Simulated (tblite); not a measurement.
# C2H13NSi3: the cost of one run

Computed with tblite 0.8.0 and PySCF 2.14.0, with density-fitted response routines of our own, on a single molecule in the gas phase. Atoms count from 0, in the outputs and in this text.

**1. The molecule as given**

19 atoms, charge 0, multiplicity 1; geometry from: force field or distance geometry start.

Bonds of the start (Å): C0–Si1 1.87, Si1–Si2 2.25, Si2–C3 1.88, Si2–Si4 2.21, Si4–N5 1.80, C0–H6 1.12, C0–H7 1.10, C0–H8 1.10, Si1–H9 1.47, Si1–H10 1.47, Si2–H11 1.48, C3–H12 1.13, C3–H13 1.10, C3–H14 1.09, Si4–H15 1.47, Si4–H16 1.47, N5–H17 1.04, N5–H18 1.05.

**2. Geometry optimisation with GFN2-xTB**

What the job is given:

```
{"job": {"kind": "relax", "xc": "GFN2-xTB", "basis": "xTB"}, "charge": 0, "multiplicity": 1}
C     -1.783300    -1.938200     0.418600
Si    -1.914000    -0.135800    -0.047600
Si     0.121800     0.634100    -0.624200
C     -0.082000     2.501800    -0.771800
Si     1.697600     0.037400     0.812600
N      2.582800    -1.417000     0.230600
H     -2.810800    -2.380500     0.395700
H     -1.125500    -2.453000    -0.293300
H     -1.357400    -2.044100     1.429800
H     -2.749600    -0.011900    -1.246300
H     -2.494000     0.668800     1.040300
H      0.424600     0.030100    -1.939500
H     -0.761400     2.845500     0.056700
H      0.907300     2.978900    -0.679300
H     -0.598200     2.713500    -1.712800
H      2.696900     1.091900     1.011400
H      1.112800    -0.230000     2.130000
H      2.550100    -1.495200    -0.803900
H      3.572600    -1.387000     0.585500
```

Command:

```sh
$ OMP_NUM_THREADS=1 python probes_run.py task.json out
```

One launch serves the whole session: the jobs run in the order shown.

Q: Estimate the wall time and peak memory of this first job on 1 thread of Arm Neoverse V2, shared host.

About 1.4 s, with a peak of 0.18 GiB.
